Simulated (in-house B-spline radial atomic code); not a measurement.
**Gd⁴⁺: a fraction of an electron moved 4f → 5f**

Aim: the energy of Gd⁴⁺ as a fraction of an electron is moved 4f → 5f, to see how far it bends away from a straight line.

The numbers are computed with in-house B-spline radial atomic code version 1 (non-relativistic M06-2X, spin-polarised, spherical fractional occupations, point nucleus, basis-set limit), except any that are marked as measured or tabulated.

### 1 The system

```
element       : gadolinium (Z = 64)
charge        : +4
electrons     : 60
configuration : [Xe] 4f6
Hamiltonian   : non-relativistic
nucleus       : point
```

The outer shells:

[Xe] 4f6
```
[Xe] core
4f [↑ ][↑ ][↑ ][↑ ][↑ ][↑ ][  ]
```

Where spins are not typed, each open shell is filled with up spins first.

### 2 The start, at fraction 0

Settings, as recorded:

```ini
Z = 64
electrons = 60.0
configuration = [Xe] 4f6
hamiltonian = nr
method = m062x
spin_polarised = True
```

### 3 0.125 electron moved 4f → 5f

Settings, as recorded:

```ini
Z = 64
electrons = 60.0
configuration = [Xe] 4f5.875 5f0.125
hamiltonian = nr
method = m062x
spin_polarised = True
```

### 4 0.25 electron moved 4f → 5f

Settings, as recorded:

```ini
Z = 64
electrons = 60.0
configuration = [Xe] 4f5.75 5f0.25
hamiltonian = nr
method = m062x
spin_polarised = True
```

### 5 0.375 electron moved 4f → 5f

Settings, as recorded:

```ini
Z = 64
electrons = 60.0
configuration = [Xe] 4f5.625 5f0.375
hamiltonian = nr
method = m062x
spin_polarised = True
```

### 6 0.5 electron moved 4f → 5f

Settings, as recorded:

```ini
Z = 64
electrons = 60.0
configuration = [Xe] 4f5.5 5f0.5
hamiltonian = nr
method = m062x
spin_polarised = True
```

### 7 0.625 electron moved 4f → 5f

Settings, as recorded:

```ini
Z = 64
electrons = 60.0
configuration = [Xe] 4f5.375 5f0.625
hamiltonian = nr
method = m062x
spin_polarised = True
```

### 8 0.875 electron moved 4f → 5f

Settings, as recorded:

```ini
Z = 64
electrons = 60.0
configuration = [Xe] 4f5.125 5f0.875
hamiltonian = nr
method = m062x
spin_polarised = True
```

### 9 1 electron moved 4f → 5f

Settings, as recorded:

```ini
Z = 64
electrons = 60.0
configuration = [Xe] 4f5 5f1
hamiltonian = nr
method = m062x
spin_polarised = True
```

How does the energy change with the fraction, and which way and how far does it bend from the straight line between the ends?

**Answer**, as computed:

| fraction | energy change (eV) | less the straight line (eV) | level 4f up (eV) | level 5f up (eV) | sum of <r²> (bohr²) |
| --- | --- | --- | --- | --- | --- |
| 0 | 0.0000 | 0.0000 | -66.507 | empty | 32.831 |
| 0.125 | 6.4133 | -0.5132 | -68.034 | -15.560 | 34.691 |
| 0.25 | 13.0000 | -0.8529 | -69.735 | -16.459 | 37.224 |
| 0.375 | 19.7335 | -1.0459 | -71.350 | -16.906 | 39.147 |
| 0.5 | 26.6089 | -1.0969 | -72.935 | -17.379 | 40.782 |
| 0.625 | 33.6206 | -1.0117 | -74.470 | -17.849 | 42.077 |
| 0.875 | 48.0262 | -0.4589 | -77.402 | -18.799 | 43.923 |
| 1 | 55.4116 | 0.0000 | -78.830 | -19.268 | 44.676 |

From fraction 0 to 1 the energy changes by 55.412 eV. It sags under the straight line by up to 1.10 eV (at 0.5). Slater's transition state, the slope from the orbital energies at fraction 0.5 (Janak's theorem), gives 55.557 eV for the whole step. Here exact exchange is taken at spherical fractional occupations, which leaves self-interaction in open p, d and f shells; that spoils the energies somewhat, at whole numbers too.

Members of this set that are not shown: 1 did not converge.
